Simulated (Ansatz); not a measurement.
Crystal: BC5.

```
C B
1.0
     2.55155    0.00000    0.00000
    -1.27578    2.20971    0.00000
     0.00000    0.00000    6.39966
C B
5 1
Direct
  0.00000 0.00000 0.89894
  0.66667 0.33333 0.58136
  0.00000 0.00000 0.66456
  0.66667 0.33333 0.33903
  0.33333 0.66667 0.25951
  0.33333 0.66667 0.00759
```

The cell comes from a database or a generator and needn't be the stable form of this composition.

```yaml
Program: Ansatz 0.2.0
Task: single point
Functional: PBE
Potentials_or_basis: Ansatz PAW
Cutoff: "420 eV (not typed: the program's choice for these potentials)"
k_mesh: 12 × 12 × 4
Occupations: fermi-dirac, width 0.05 eV
Spin: no spin polarisation
```

On this cell: pressure -0.5 GPa; largest force 0.043 eV/Å; band gap on the k mesh none (metal or under the smearing width).

The same run follows on a disturbed copy (atoms moved at random, drawn with an rms of 0.05 Å):

```xyz
6
Lattice="2.5516 0.0000 0.0000 -1.2758 2.2097 0.0000 0.0000 0.0000 6.3997" Properties=species:S:1:pos:R:3 pbc="T T T"
C    -0.0350   -0.0150    5.8247
C     1.2806    0.7233    3.7465
C    -0.0183    0.0169    4.2558
C     1.2645    0.7367    2.1545
C     0.0795    1.4985    1.7049
B     0.0430    1.4692    0.0230
```

Q: What does the disturbed cell give?

A: The energy (extrapolated to zero smearing) moves by +49.7 meV/atom; pressure 1.7 GPa; largest force 2.982 eV/Å; band gap on the k mesh none (metal or under the smearing width).

Forces in eV/Å, atoms in the order of the input:
```
C    1.229  0.515 -1.620
C   -0.475  0.830  0.053
C    0.526 -0.850  0.675
C    2.267  0.284  1.274
C   -2.503 -0.528 -1.532
B   -1.044 -0.251  1.150
```

Stress tensor (GPa, compression positive):
```
 7.02  3.72  2.29
 3.72  4.42 -0.97
 2.29 -0.97 -6.33
```
